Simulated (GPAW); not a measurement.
C: wannier90 with PBEsol

The system is C.

```
C
1.0
     0.00000    1.78337    1.78337
     1.78337    0.00000    1.78337
     1.78337    1.78337    0.00000
C
2
Direct
  0.25000 0.25000 0.25000
  0.00000 0.00000 0.00000
```

This isn't the form of C at room conditions, which is graphite.

```json
{
 "Program": "GPAW 26.7.0",
 "Task": "wannier90",
 "Functional": "PBEsol",
 "Potentials or basis": "PAW data sets generated in the run's folder for this functional",
 "Cutoff": "800 eV",
 "Basis": "pw",
 "k mesh": "13 × 13 × 13",
 "Occupations": "fermi-dirac, width 0.05 eV",
 "Spin": "no spin polarisation",
 "Maxiter": "150",
 "k mesh for the Wannier functions": "4 × 4 × 4",
 "Dis froz max": "0.5",
 "Extra bands": "4",
 "Num iter": "0",
 "Band path": "GXWKGLUWLK,UX",
 "Wannier code": "Wannier90 3.1.0"
}
```

* Pressure: -5.2 GPa
* Band gap on the k mesh: 4.01 eV, indirect (least direct gap 5.54 eV)
* Band gap along the path: 4.03 eV, indirect (least direct gap 5.54 eV)
* Total Wannier spread: 4.53 Å² over 8 functions

Levels at the corners of the path, in eV from the valence-band top:
```
point  band 2  band 3  band 4  band 5  band 6  band 7
    Γ    0.00    0.00    0.00    5.54    5.54    5.54
    X  -12.78   -6.34   -6.34    4.60    4.60   16.79
    W  -11.96   -8.42   -8.42   10.46   10.46   12.30
    K  -11.75   -9.42   -5.40    5.52   10.63   14.34
    Γ    0.00    0.00    0.00    5.54    5.54    5.54
    L  -13.47   -2.81   -2.81    8.39    8.39    8.83
    U  -11.75   -9.42   -5.40    5.52   10.63   14.34
    W  -11.96   -8.42   -8.42   10.46   10.46   12.30
    L  -13.47   -2.81   -2.81    8.39    8.39    8.83
    K  -11.75   -9.42   -5.40    5.52   10.63   14.34
    U  -11.75   -9.42   -5.40    5.52   10.63   14.34
    X  -12.78   -6.34   -6.34    4.60    4.60   16.79
```

Wannier centres (Å) and spreads (Å²):
| function | x | y | z | spread |
| --- | --- | --- | --- | --- |
| 1 | 0.892 | 0.892 | 0.892 | 0.569 |
| 2 | 0.891 | 0.892 | 0.891 | 0.566 |
| 3 | 0.891 | 0.891 | 0.892 | 0.566 |
| 4 | 0.892 | 0.891 | 0.891 | 0.566 |
| 5 | 0.000 | 0.000 | 0.000 | 0.569 |
| 6 | 0.000 | 0.000 | 0.000 | 0.566 |
| 7 | 0.000 | 0.000 | 0.000 | 0.566 |
| 8 | 0.000 | 0.000 | 0.000 | 0.566 |

Wall time 33 s on 1 thread of Intel(R) Xeon(R) Platinum 8488C (Sapphire Rapids), with other jobs on the host, peak memory 0.24 GiB.
